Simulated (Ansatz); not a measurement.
Working through an active-space calculation of BrGeH₄N, SMILES [NH2][GeH2][Br]

Program: the Python package of Ansatz (0.2.0).

Run as a notebook:

```python
import ansatz
from ase import Atoms
```

```python
atoms = Atoms(["N", "Ge", "Br", "H", "H", "H", "H"], positions=[
    (-1.1151, 0.0761, -0.4371),
    (0.4876, -0.0084, 0.3989),
    (0.893, -2.2303, 0.9085),
    (-1.2156, 1.1344, -0.7157),
    (-1.0832, -0.4239, -1.3585),
    (0.4698, 0.8527, 1.6993),
    (1.6247, 0.5314, -0.541),
])
geometry = ansatz.Crystal.molecule_from_ase(atoms)
```

```python
calc = (
    geometry.calculation()
    .basis(gaussian="def2-SVP")
    .correlation(active_electrons=4, active_orbitals=4)
)
for method in ["sc_nevpt2"]:
    rep = (calc if method is None else calc.correlation(method)).run(threads=1).report
    space = rep["configurations"]
    state = space["states"][0]
    print(method or "casscf", f"total {rep['free_energy_ev'] / 27.211386246:.6f} Ha, active-space state {state['energy']['hartree']:.6f} Ha, mean field {rep['reference_energy_ev'] / 27.211386246:.6f} Ha")
    print("  determinants", state["n_determinants"], " natural occupations", [round(n, 3) for n in space["natural_occupations"]])
```

    sc_nevpt2 total -4704.611173 Ha, active-space state -4704.025426 Ha, mean field -4703.980574 Ha
      determinants 36  natural occupations [1.978, 1.974, 0.027, 0.022]

Notes:
- Total energies depend on the basis set; only differences at equal settings carry meaning.
- The geometry is a force-field or estimated start, not a minimum of this method, and the basis set is short of its limit. The active space starts as a window about the frontier orbitals and is then optimised, not chosen by chemistry.
- Wall time of the script: 18 s on 1 thread of Arm Neoverse V1, on a shared host, peak memory 0.34 GiB.
